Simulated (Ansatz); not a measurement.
# InGa3As4: the cell at several levels of theory

Cell and atoms of an ordered 8-atom cell of InGa3As4 on the zincblende lattice (P-43m) are relaxed in turn with PBE and r2SCAN. This is a trial cell built on a prototype, not taken from a measured structure, and it needn't be the compound's ground state.

Code: Ansatz 0.2.0. PAW datasets, plane waves, zero pressure. (Calculated; spin-unpolarised; the phase may be known or hypothetical.)

### 1 The structure to begin with

This is the cell as the run starts from it, not yet at rest; its lengths are not the crystal's.

Space group P-43m (No. 215), cubic; conventional cell a = 5.603 Å, 21.98 Å³ an atom. Around Ga lie 4 As at 2.43 Å; around As lie 3 Ga at 2.43 Å and 1 In at 2.43 Å; around In lie 4 As at 2.43 Å.

As a file:

```
CELL_PARAMETERS angstrom
5.60266 0.00000 0.00000
0.00000 5.60266 0.00000
0.00000 0.00000 5.60266
ATOMIC_POSITIONS crystal
Ga 0.50000 0.00000 0.00000
As 0.75000 0.25000 0.25000
Ga 0.00000 0.50000 0.00000
As 0.25000 0.75000 0.25000
Ga 0.00000 0.00000 0.50000
As 0.25000 0.25000 0.75000
In 0.50000 0.50000 0.50000
As 0.75000 0.75000 0.75000
```

### 2 PBE: cell and atoms

input.yaml reads:

```yaml
crystal:
  lattice:
    - [5.6026647472, 0.0, 0.0]
    - [0.0, 5.6026647472, 0.0]
    - [0.0, 0.0, 5.6026647472]
  atoms:
    - { symbol: Ga, position: [0.5, 0.0, 0.0] }
    - { symbol: As, position: [0.75, 0.25, 0.25] }
    - { symbol: Ga, position: [0.0, 0.5, 0.0] }
    - { symbol: As, position: [0.25, 0.75, 0.25] }
    - { symbol: Ga, position: [0.0, 0.0, 0.5] }
    - { symbol: As, position: [0.25, 0.25, 0.75] }
    - { symbol: In, position: [0.5, 0.5, 0.5] }
    - { symbol: As, position: [0.75, 0.75, 0.75] }
kpoints:
  mp_grid: { grid: [4, 4, 4] }
hamiltonian:
  xc: pbe
scf:
  occupations: { method: fermi_dirac, width: 0.02 }
relax:
  f_tol: 0.005
  cell: {}
```

Launch:

```sh
$ ansatz run input.yaml --threads 4 --pin off --max-ram 6451MiB --backend cpu --events-out ev --progress --plain --runs-dir out
```

Further steps of the session: Relaxing with r2SCAN.

What does the calculation give? Wanted: for each run, a; volume; space group; SCF geometries.

**Answer**, as computed:

```
 level  a (Å)  volume (Å³/atom)  space group  SCF geometries
   PBE  5.860            25.160        P-43m               6
r2SCAN  5.779            24.128        P-43m               5
```

In words: The first relaxation changed the volume by +14.4 % from the start. The volume runs from r2SCAN (least) to PBE (most), a spread of 4.3 %, or 1.4 % in length if all axes shared it alike.
